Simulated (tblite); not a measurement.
# C6H10FNO: the cost of one run

Computed with tblite 0.8.0 and PySCF 2.14.0, with density-fitted response routines of our own, on a single molecule in the gas phase. Atoms count from 0, in the outputs and in this text.

## 1. The starting structure

19 atoms, charge 0, multiplicity 1; geometry from: force field or distance geometry start.

Bonds of the start (Å): C0–C1 1.51, C1–C2 1.53, C2–O3 1.21, C2–N4 1.38, N4–C5 1.44, N4–C6 1.45, C6–C7 1.52, C7–F8 1.36, C7–C1 1.53, C0–H9 1.10, C0–H10 1.09, C0–H11 1.10, C1–H12 1.08, C5–H13 1.10, C5–H14 1.09, C5–H15 1.10, C6–H16 1.09, C6–H17 1.09, C7–H18 1.09.

## 2. Optimising the geometry with GFN2-xTB

The job: settings as JSON, then the geometry in Å.

```
{"job": {"kind": "relax", "xc": "GFN2-xTB", "basis": "xTB"}, "charge": 0, "multiplicity": 1}
C     -2.370800    -0.299200     0.852100
C     -1.192600    -0.181000    -0.086400
C      0.022900    -0.983600     0.397400
O     -0.021200    -2.074400     0.907900
N      1.149500    -0.269200     0.052700
C      2.500900    -0.727700     0.228200
C      0.839600     1.004000    -0.572200
C     -0.611600     1.228200    -0.192100
F     -0.662900     1.846300     1.013900
H     -3.196800     0.356900     0.528300
H     -2.116600    -0.028300     1.879200
H     -2.760500    -1.327400     0.877600
H     -1.454600    -0.563000    -1.062700
H      2.998100    -0.786700    -0.748400
H      2.515400    -1.703700     0.705700
H      3.034500    -0.011100     0.877100
H      0.978100     0.899800    -1.645800
H      1.490300     1.775900    -0.168100
H     -1.151500     1.853300    -0.910300
```

Started as:

```
$ OMP_NUM_THREADS=1 python probes_run.py task.json out
```

This one command runs all jobs of the session in turn.

**Question.** How long does this first job take on 1 thread of Intel Xeon at 2.50GHz, shared host, and how much memory does it need?

About 1.4 s, with a peak of 0.18 GiB.
